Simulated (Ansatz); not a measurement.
What does this script print? It uses Ansatz 0.2.0, Python API.

Script `c2h2f2sn_bde.py`:
```python
'''Cost of removing each kind of hydrogen from C2H2F2Sn, fragments frozen.'''

import ansatz as az


def total_energy(molecule, charge=0, unpaired=0):
    calc = (
        molecule.calculation()
        .basis(gaussian='def2-SVP')
        .functional('cam_b3lyp')
    )
    if charge:
        calc = calc.charge(charge)
    if unpaired:
        calc = calc.spin('collinear', total=unpaired)
    return calc.run().report['free_energy_ev']

def without(molecule, index):
    rest = az.Crystal.molecule()
    for i, site in enumerate(molecule.cartesian_sites):
        if i != index:
            rest = rest.atom(site.symbol, site.position_ang)
    return rest


def main() -> None:
    geometry_ang = [
        ('C', (-0.5006, -0.3137, 2.0973)),
        ('C', (-0.24, -0.1325, 0.929)),
        ('Sn', (0.2741, 0.1135, -1.0908)),
        ('F', (-0.9028, -0.796, -2.2131)),
        ('F', (0.326, 1.9966, -1.5367)),
        ('H', (-0.8239, -0.375, 3.0988)),
        ('H', (1.9284, -0.5609, -1.3303)),
    ]
    geometry = az.Crystal.molecule()
    for symbol, xyz in geometry_ang:
        geometry = geometry.atom(symbol, xyz)

    whole = total_energy(geometry, 0)
    hydrogen = total_energy(az.Crystal.molecule().atom('H', (0, 0, 0)), 0, 1)
    print(f'E(molecule) = {whole:.5f} eV, E(H) = {hydrogen:.5f} eV')
    for index in [5, 6]:
        radical = total_energy(without(geometry, index), 0, 1)
        print(f'H{index}: homolysis {23.060548 * (radical + hydrogen - whole):.1f} kcal/mol')


if __name__ == '__main__':
    main()
```

```console
$ python c2h2f2sn_bde.py
E(molecule) = -13361.53131 eV, E(H) = -13.54842 eV
H5: homolysis 137.9 kcal/mol
H6: homolysis 75.6 kcal/mol
```

Caveats:
- Total energies depend on the basis set; only differences at equal settings carry meaning.
- The geometry is a force-field or estimated start, not a minimum of this method, and the basis set is short of its limit. All parts are taken at fixed geometry, without zero-point energy.
- def2 sets replace the cores of elements past krypton by effective core potentials.
- The spin-orbit lowering of heavy atoms is left out.
- Run time: 23 s on 1 thread of Arm Neoverse V1 (shared host), peak memory 0.33 GiB.
